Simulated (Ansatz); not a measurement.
**Cl₃GeHS: small, medium and large basis sets**

Aim: see how fast density functionals converge with the basis set for Cl₃GeHS.

Program: Ansatz 0.2.0, Gaussian basis. Level of theory: one geometry, several basis sets. These are calculated values, not measurements.

The runs, in order: PBE0-D4/def2-SVP; ωB97M-V/def2-SVP; PBE0-D4/def2-QZVPP; ωB97M-V/def2-QZVPP; the functionals' def2-TZVPP values are taken from earlier runs.

### Step 1. The relaxed structure

An earlier PBE0-D4 in a triple-zeta def2 set relaxation fixed the geometry.

SMILES `[SH][Ge]([Cl])([Cl])[Cl]`, 6 atoms, charge 0, spin multiplicity 1.

Atoms are counted from 1 here; the program's logs count them from 0.

Bond lengths: S1–Ge2 2.188 Å, S1–H6 1.346 Å, Ge2–Cl3 2.123 Å, Ge2–Cl4 2.129 Å, Ge2–Cl5 2.129 Å. Angles: Ge2–S1–H6 92.3°, S1–Ge2–Cl3 107.1°, S1–Ge2–Cl4 112.4°, S1–Ge2–Cl5 112.3°, Cl3–Ge2–Cl4 109.1°, Cl3–Ge2–Cl5 109.1°, Cl4–Ge2–Cl5 106.7°.

### Step 2. PBE0-D4 in def2-SVP

Input file in.yaml:

```yaml
crystal:
  periodic: [false, false, false]
  atoms:
    - {symbol: S, position_ang: [-1.043238, 0.605771, 1.367396]}
    - {symbol: Ge, position_ang: [0.338880, -0.255084, -0.094452]}
    - {symbol: Cl, position_ang: [1.722606, -1.452344, 0.981909]}
    - {symbol: Cl, position_ang: [-0.655234, -1.466785, -1.536038]}
    - {symbol: Cl, position_ang: [1.403020, 1.236867, -1.179041]}
    - {symbol: H, position_ang: [-1.724033, 1.267577, 0.414026]}
basis:
  gaussian: {orbitals: def2-SVP}
hamiltonian: {xc: pbe0, dispersion: d4}
output: {orbitals: {seedname: orbitals}}
```

Further steps of the session: ωB97M-V in def2-SVP; PBE0-D4 in def2-QZVPP; ωB97M-V in def2-QZVPP.

Before running them: what should the planned runs give, taken together? Wanted: PBE0-D4: double and triple zeta above quadruple; ωB97M-V: double and triple zeta above quadruple.

As calculated:

```
                                       quantity           value
PBE0-D4: double and triple zeta above quadruple  26.59, 2.63 eV
ωB97M-V: double and triple zeta above quadruple  26.25, 2.53 eV
```

**Reading.** For PBE0-D4 the step from double to triple zeta gains 23.96 eV and the next only 2.63 eV. These are total energies; as a rule much of such shifts cancels in differences, which this series doesn't test.
